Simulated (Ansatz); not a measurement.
# CH9NOSSi2: the cost of one run

All numbers below are computed with Ansatz 0.2.0 (RKS B3LYP-D4/6-31G).

## 1. The structure to begin with

Bond lengths: N1–C2 1.469 Å, C2–Si3 1.905 Å, Si3–O4 1.631 Å, Si3–Si5 2.342 Å, Si3–S6 2.130 Å, N1–H7 0.982 Å, N1–H8 1.059 Å, C2–H9 1.094 Å, C2–H10 1.101 Å, O4–H11 1.020 Å, Si5–H12 1.497 Å, Si5–H13 1.510 Å, Si5–H14 1.468 Å, S6–H15 1.357 Å. Angles (14 of 23 angles, heavy atoms first): N1–C2–Si3 113.4°, C2–Si3–O4 110.1°, C2–Si3–Si5 107.2°, C2–Si3–S6 108.5°, O4–Si3–Si5 110.6°, O4–Si3–S6 108.4°, Si5–Si3–S6 112.0°, N1–C2–H9 104.0°, N1–C2–H10 109.1°, Si3–C2–H9 112.7°, Si3–C2–H10 111.3°, C2–N1–H7 111.3°, C2–N1–H8 105.5°, Si3–O4–H11 113.9°.

Structure file:

```xyz
15

N    -0.0096   -0.1459    2.4629
C     0.6592    0.2902    1.2301
Si   -0.3030   -0.1556   -0.3529
O    -0.6887   -1.7408   -0.3470
Si    1.0834    0.3485   -2.1722
S    -2.1088    0.9741   -0.3872
H    -0.2508   -1.0970    2.4215
H    -0.9106    0.4082    2.5069
H     1.6408   -0.1904    1.2764
H     0.8545    1.3723    1.2890
H    -1.4539   -1.9824   -0.9760
H     2.3664   -0.4160   -2.0752
H     1.3722    1.8306   -2.1820
H     0.3583    0.0219   -3.4064
H    -2.6314    0.4316    0.7413
```

## 2. Relaxing the start

The input, input.yaml:

```yaml
crystal:
  periodic: [false, false, false]
  atoms:
    - { symbol: "N", position_ang: [-0.0096, -0.1459, 2.4629] }
    - { symbol: C, position_ang: [0.6592, 0.2902, 1.2301] }
    - { symbol: Si, position_ang: [-0.303, -0.1556, -0.3529] }
    - { symbol: O, position_ang: [-0.6887, -1.7408, -0.347] }
    - { symbol: Si, position_ang: [1.0834, 0.3485, -2.1722] }
    - { symbol: S, position_ang: [-2.1088, 0.9741, -0.3872] }
    - { symbol: H, position_ang: [-0.2508, -1.097, 2.4215] }
    - { symbol: H, position_ang: [-0.9106, 0.4082, 2.5069] }
    - { symbol: H, position_ang: [1.6408, -0.1904, 1.2764] }
    - { symbol: H, position_ang: [0.8545, 1.3723, 1.289] }
    - { symbol: H, position_ang: [-1.4539, -1.9824, -0.976] }
    - { symbol: H, position_ang: [2.3664, -0.416, -2.0752] }
    - { symbol: H, position_ang: [1.3722, 1.8306, -2.182] }
    - { symbol: H, position_ang: [0.3583, 0.0219, -3.4064] }
    - { symbol: H, position_ang: [-2.6314, 0.4316, 0.7413] }
basis:
  gaussian: { orbitals: "6-31G" }
hamiltonian:
  xc: b3lyp
  dispersion: d4
relax:
  f_tol: 0.02
  max_steps: 40
output:
  orbitals: {}
```

Run with:

```sh
$ ansatz run input.yaml --threads 1 --pin off --max-ram 2048MiB --backend cpu --events-out ev --progress --plain --runs-dir out
```

**Question.** How long does this run take on 1 thread of Arm Neoverse V2, shared host, and how much memory does it need?

About 78 s, with a peak of 0.22 GiB.
